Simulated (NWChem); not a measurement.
**AlBNH4F (SMILES [NH2][AlH][BH]F) at HF/STO-3G**

What is the energy change on altering one bond length of AlBNH4F at HF/STO-3G? 

The results are computed with NWChem 7.3.0.

2 further runs of the same task are left out: 2 set aside as unsound or not needed. Runs told in other sessions of the task aren't counted.

## 1. The molecule

AlBNH4F has 8 atoms, charge 0, and is taken as a singlet. SMILES: `[NH2][AlH][BH]F`. The coordinates come from a PBE0-D4/def2-TZVP relaxation. This is one conformer, not always the lowest.

Bond lengths: N1–Al2 1.770 Å, Al2–B3 2.169 Å, B3–F4 1.330 Å, N1–H5 1.008 Å, N1–H6 1.008 Å, Al2–H7 1.590 Å, B3–H8 1.208 Å. Angles: N1–Al2–B3 116.8°, Al2–B3–F4 118.5°, N1–Al2–H7 116.9°, B3–Al2–H7 126.3°, Al2–N1–H5 125.6°, Al2–N1–H6 124.3°, Al2–B3–H8 127.4°, F4–B3–H8 114.1°, H5–N1–H6 110.2°.

## 2. Energy and forces at HF/STO-3G

work.nw reads:

```
START work
TITLE "AlBFH4N gradient"
memory total 2200 mb
GEOMETRY units angstrom noautosym nocenter noautoz
N     -1.034900     1.238000     0.178100
Al     0.358400     0.247200     0.637000
B      0.824000    -1.438600    -0.645900
F      0.022100    -1.693000    -1.675500
H     -1.365500     2.050100     0.674400
H     -1.614500     1.063500    -0.627700
H      1.149400     0.679500     1.946200
H      1.753200    -2.203800    -0.542400
END
BASIS spherical bse
* library STO-3G
END
SCF
thresh 1e-08
maxiter 80
noprint "final vectors analysis"
END
TASK scf gradient
```

Started as:

```sh
nwchem work.nw > work.out
```

The log of the run:

```text
[...]
  functions       =    28
[...]
  wavefunction    = RHF
[...]
         Total SCF energy =   -417.542858399308
      One-electron energy =   -839.758995239183
      Two-electron energy =    293.514347101302
 Nuclear repulsion energy =    128.701789738573
        Time for solution =      0.9s
[...]
                         RHF ENERGY GRADIENTS
    atom               coordinates                        gradient
                 x          y          z           x          y          z
   1 N      -1.955677   2.339481   0.336560   -0.037525   0.026436  -0.012583
   2 Al      0.677278   0.467140   1.203755   -0.008781   0.001705  -0.007059
   3 B       1.557134  -2.718560  -1.220574    0.013149  -0.015258  -0.003084
   4 F       0.041763  -3.199306  -3.166236   -0.017488  -0.002985  -0.019917
   5 H      -2.580421   3.874127   1.274431    0.004555  -0.007987  -0.003544
   6 H      -3.050963   2.009724  -1.186181    0.006781  -0.000369   0.006922
   7 H       2.172051   1.284069   3.677785    0.024153   0.012898   0.039550
   8 H       3.313068  -4.164578  -1.024987    0.015156  -0.014440  -0.000285
[...]
```

It took 2 s on 1 thread of Intel Xeon 6975P-C (Granite Rapids), shared host; peak memory 0.097 GiB.

## 3. The distorted shape: a single-point energy at HF/STO-3G

calc.xyz reads:

```xyz
8

N     -1.778266     1.850165     0.095299
Al    -0.384966     0.859365     0.554199
B      0.080634    -0.826435    -0.728701
F     -0.721266    -1.080835    -1.758301
H     -2.108866     2.662265     0.591599
H     -2.357866     1.675665    -0.710501
H      0.406034     1.291665     1.863399
H      1.753200    -2.203800    -0.542400
```

run.py reads:

```python
from ase.io import read
from ase.calculators.nwchem import NWChem

system = read('calc.xyz')

calc = NWChem(
    label='calc',
    theory='scf',
    memory='2200 mb',
    basis='STO-3G',
    basispar='spherical bse',
    scf={'nopen': '0', 'rhf': None, 'thresh': '1e-08', 'maxiter': '80'},
    task='energy',
)
system.calc = calc

print(f"energy = {system.get_potential_energy():.6f} eV")
print("dipole (e A):", system.get_dipole_moment().round(4))
```

Started as:

```sh
export ASE_NWCHEM_COMMAND="nwchem PREFIX.nwi > PREFIX.nwo"
python run.py
```

The log of the run:

```text
energy = -11356.332321 eV
dipole (e A): [-0.3672  0.3853  0.0412]
```

The calculator wrote calc.nwi:

```
title "calc"

permanent_dir calc

scratch_dir calc

start calc

geometry units angstrom nocenter noautosym noautoz
  N  -1.7782659999999999e+00 1.8501650000000001e+00 9.5298999999999995e-02
  Al -3.8496599999999997e-01 8.5936500000000005e-01 5.5419900000000000e-01
  B  8.0633999999999997e-02 -8.2643500000000003e-01 -7.2870100000000004e-01
  F  -7.2126599999999996e-01 -1.0808350000000000e+00 -1.7583009999999999e+00
  H  -2.1088659999999999e+00 2.6622650000000001e+00 5.9159899999999999e-01
  H  -2.3578660000000000e+00 1.6756650000000000e+00 -7.1050100000000005e-01
  H  4.0603400000000001e-01 1.2916650000000001e+00 1.8633990000000000e+00
  H  1.7532000000000001e+00 -2.2038000000000002e+00 -5.4239999999999999e-01
end

memory 2200 mb

basis spherical bse noprint
   * library STO-3G
end

scf
  nopen 0
  rhf
  thresh 1e-08
  maxiter 80
end

task scf energy
```

calc.nwo (excerpt; [...] marks lines left out):

```text
[...]
         Total SCF energy =   -417.337518611649
      One-electron energy =   -834.314466613384
      Two-electron energy =    290.559798808440
 Nuclear repulsion energy =    126.417149193295
[... 3 lines left out ...]
             Final eigenvalues
[... 32 lines left out ...]
                       ROHF Final Molecular Orbital Analysis
[...]
```

Wall time 2.1 s (1 thread of Intel Xeon 6975P-C (Granite Rapids), shared host); peak memory 0.096 GiB.

## 4. Outcome

Level: HF/STO-3G.

| quantity | value |
| --- | --- |
| first shape: total energy | -417.54286 Eh |
| first shape: dipole moment | 0.45 D |
| first shape: largest force on an atom | 2.474 eV/Å |
| distorted shape: total energy | -417.33752 Eh |
| distorted shape: dipole moment | 2.56 D |
| distorted shape: HOMO energy | -5.26 eV |
| distorted shape: LUMO energy | 6.70 eV |
| distorted shape: HOMO–LUMO gap | 11.95 eV |
| energy change with the B3–H8 bond stretched from 1.208 to 2.175 Å | 5.588 eV |

With the B3–H8 bond stretched from 1.208 to 2.175 Å the energy rises by 5.59 eV (129 kcal/mol). The first shape isn't relaxed at this level, so the change isn't measured from a minimum. A restricted reference can't describe the breaking bond well at this length. The minimal basis adds a large error of its own. The largest force (first shape) is 2.47 eV/Å: the shape isn't a stationary point for this species at this level. Mulliken charges (first shape) run from -0.66 on N1 to +0.90 on Al2.
